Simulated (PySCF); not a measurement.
# C6H16N2Si: the cost of one run

Computed with PySCF 2.14.0, with density-fitted response routines of our own, on a single molecule, in the gas phase or a continuum. Atoms are numbered from 0 throughout.

**1. The starting structure**

25 atoms, charge 0, multiplicity 1; geometry from: GFN2-xTB. The atoms were then displaced at random by about 0.01 Å, so the start is not that level's minimum.

Bonds of the start (Å): C0–N1 1.47, N1–C2 1.44, N1–Si3 1.69, Si3–N4 1.74, N4–C5 1.46, C5–C6 1.53, C6–C7 1.54, C7–C8 1.51, C8–N4 1.42, C0–H9 1.11, C0–H10 1.08, C0–H11 1.08, C2–H12 1.09, C2–H13 1.11, C2–H14 1.07, Si3–H15 1.48, Si3–H16 1.46, C5–H17 1.09, C5–H18 1.09, C6–H19 1.08, C6–H20 1.11, C7–H21 1.09, C7–H22 1.08, C8–H23 1.10, C8–H24 1.09.

**2. Geometry optimisation at PBE0-D3(BJ)/def2-SVP**

What the job is given:

```
{"job": {"xc": "PBE0", "basis": "def2-SVP", "d3": "d3bj", "grid": 1, "shake": 0.01, "kind": "geom"}, "charge": 0, "multiplicity": 1}
C      3.045360    -0.479690     1.146150
N      1.900560     0.089590     0.422650
C      2.203250     1.362810    -0.186630
Si     0.755790    -0.950410    -0.256220
N     -0.594740     0.066700    -0.682360
C     -1.214250     0.944290     0.306560
C     -2.468860     0.195110     0.769040
C     -2.779240    -0.749040    -0.403090
C     -1.707290    -0.429910    -1.416070
H      3.349790     0.245360     1.924870
H      2.728650    -1.391850     1.623030
H      3.883430    -0.649460     0.485610
H      3.037510     1.293000    -0.886150
H      2.481030     2.089310     0.605640
H      1.353460     1.725700    -0.717640
H      0.506820    -1.949420     0.803420
H      1.059050    -1.614490    -1.520840
H     -0.534570     1.163570     1.130680
H     -1.491430     1.874340    -0.178740
H     -2.300540    -0.357790     1.684380
H     -3.310160     0.891040     0.959860
H     -3.785730    -0.619800    -0.812010
H     -2.702750    -1.781800    -0.102480
H     -1.420690    -1.296920    -2.033420
H     -2.042020     0.341820    -2.109530
```

Started as:

```console
$ OMP_NUM_THREADS=1 python probes_run.py task.json out
```

This one command runs all jobs of the session in turn.

Q: Estimate the wall time and peak memory of this first job on 1 thread of Arm Neoverse V1, shared host.

About 6 min, with a peak of 0.96 GiB.
